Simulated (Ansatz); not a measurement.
What does this script print? It uses Ansatz 0.2.0 through its Python package.

`run_edit.py`
```python
"""Keys set on an Input object, for LaN."""

import ansatz as az

config = {
    "filling": "Fixed",
    "functional": "r2scan",
    "dispersion": "d3bjatm",
    "k_density": 3.1,
}

lattice = az.Lattice.of(
    [4.13622, 0.0, 0.0],
    [-2.06811, 3.58207, 0.0],
    [0.0, 0.0, 5.92259],
)
sites = [
    ("La", [1 / 3, 2 / 3, 0.99755]),
    ("La", [2 / 3, 1 / 3, 0.49755]),
    ("N", [1 / 3, 2 / 3, 0.41245]),
    ("N", [2 / 3, 1 / 3, 0.91245]),
]
system = az.Crystal(lattice=lattice)
for symbol, position in sites:
    system = system.atom(symbol, position)

calc = (
    system.calculation()
    .occupations(config["filling"])
    .accuracy("low")
    .functional(config["functional"], dispersion=config["dispersion"])
    .kpoints(density=config["k_density"])
    .mixing("broyden", preconditioner="none")
    .band_table()
)
typed = calc.input()
rows = []
for value in [2, 6, 12]:
    edited = typed.set(az.key.scf.n_extra_bands, value)
    rep = az.Session.from_dict(edited).plan().execute().report
    rows.append((value, rep["free_energy_ev"], rep["n_iterations"], len(rep["eigenvalues_ev"][0]) if "eigenvalues_ev" in rep else 0))
lines = [",".join(["extra bands", "F eV", "iterations", "bands listed"])] + [",".join(f"{v:.4f}" if isinstance(v, float) else str(v) for v in row) for row in rows]
print("\n".join(lines))
with open("edit.csv", "w") as handle:
    handle.write("\n".join(lines) + "\n")
print(edited.to_yaml())
```

Running `python run_edit.py` prints:
```text
DeckWarning: basis.ecutwfc = 500 eV, auto-derived from the records' recommended cutoffs: set by La (their level for a meta-GGA)
extra bands,F eV,iterations,bands listed
2,-13305.4636,8,18
6,-13305.4636,8,22
12,-13305.4636,8,28
crystal:
  lattice:
    - [4.13622, 0.0, 0.0]
    - [-2.06811, 3.58207, 0.0]
    - [0.0, 0.0, 5.92259]
  atoms:
    - { symbol: La, position: [0.3333333333333333, 0.6666666666666666, 0.99755] }
    - { symbol: La, position: [0.6666666666666666, 0.3333333333333333, 0.49755] }
    - { symbol: "N", position: [0.3333333333333333, 0.6666666666666666, 0.41245] }
    - { symbol: "N", position: [0.6666666666666666, 0.3333333333333333, 0.91245] }
accuracy: low
kpoints:
  mp_grid:
    kspacing: 0.3225806451612903
hamiltonian:
  xc: r2scan
  dispersion: d3bjatm
scf:
  mixing:
    algorithm: broyden
    preconditioner: none
  occupations:
    method: fixed
  n_extra_bands: 12
output:
  eigenvalues: true
```
(Warnings from the package without file and line, repeats left out.)

These settings explore the input space; cutoff and mesh may be short of convergence. Semilocal functionals put the empty 4f levels of La too low, which can move the conduction edge. This cell is a computed structure, which may not be the phase found in nature. Finished in 32 s on 1 thread of Arm Neoverse V1, with other jobs on the host, peak memory 0.46 GiB.

(Lines on the test bed's own set-up are left out of the output.)
